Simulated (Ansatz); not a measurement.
# Li2As5: the cost of one run

Computed with Ansatz 0.2.0 (DFT PBE, scalar-relativistic, plane waves, PAW, unless a step's input says otherwise).

1 further run of the same task is left out (it didn't finish).

## (1) The structure to begin with

It takes space group P6/mmm (No. 191, hexagonal). Conventional cell: a = 5.960 Å, b = 5.960 Å, c = 5.093 Å, α = 90.00°, β = 90.00°, γ = 120.00°. Li (site symmetry 6mm) is surrounded by 1 Li at 1.73 Å. As (site symmetry -6m2) is surrounded by 3 As at 1.72 Å. As (site symmetry mmm) is surrounded by 2 As at 1.72 Å.

Coordinates:

```
Li As
1.0
     5.95979    0.00000    0.00000
    -2.97989    5.16133    0.00000
     0.00000    0.00000    5.09254
Li As
2 5
Direct
  0.00000 0.00000 0.66996
  0.00000 0.00000 0.33004
  0.33333 0.66667 0.50000
  0.66667 0.33333 0.50000
  0.50000 0.00000 0.50000
  0.00000 0.50000 0.50000
  0.50000 0.50000 0.50000
```

The cell is invented: random cell by space group and Wyckoff sites (P6/mmm, No. 191). Its size is a rough estimate.

## (2) Probe: one point on a coarse mesh

The input, input.yaml:

```yaml
crystal:
  lattice:
    - [5.95978643, 0.0, 0.0]
    - [-2.97989321, 5.16132645, 0.0]
    - [0.0, 0.0, 5.09254235]
  atoms:
    - { symbol: Li, position: [0.0, 0.0, 0.6699625] }
    - { symbol: Li, position: [0.0, 0.0, 0.3300375] }
    - { symbol: As, position: [0.33333333, 0.66666667, 0.5] }
    - { symbol: As, position: [0.66666667, 0.33333333, 0.5] }
    - { symbol: As, position: [0.5, 0.0, 0.5] }
    - { symbol: As, position: [0.0, 0.5, 0.5] }
    - { symbol: As, position: [0.5, 0.5, 0.5] }
basis:
  ecutwfc: 420
kpoints:
  mp_grid: { grid: [3, 3, 4] }
hamiltonian:
  xc: pbe
scf:
  occupations: { method: gaussian, width: 0.1 }
  lower_state_search: "off"
output:
  forces: true
  stress: true
  eigenvalues: true
```

Launch:

```bash
$ ansatz run input.yaml --threads 1 --pin off --max-ram 2048MiB --backend cpu --events-out ev --progress --plain --runs-dir out
```

Q: Estimate wall time and peak memory on 1 thread of AMD EPYC 9R45 (Zen 5), shared host.

About 1.4 s, with a peak of 0.44 GiB.
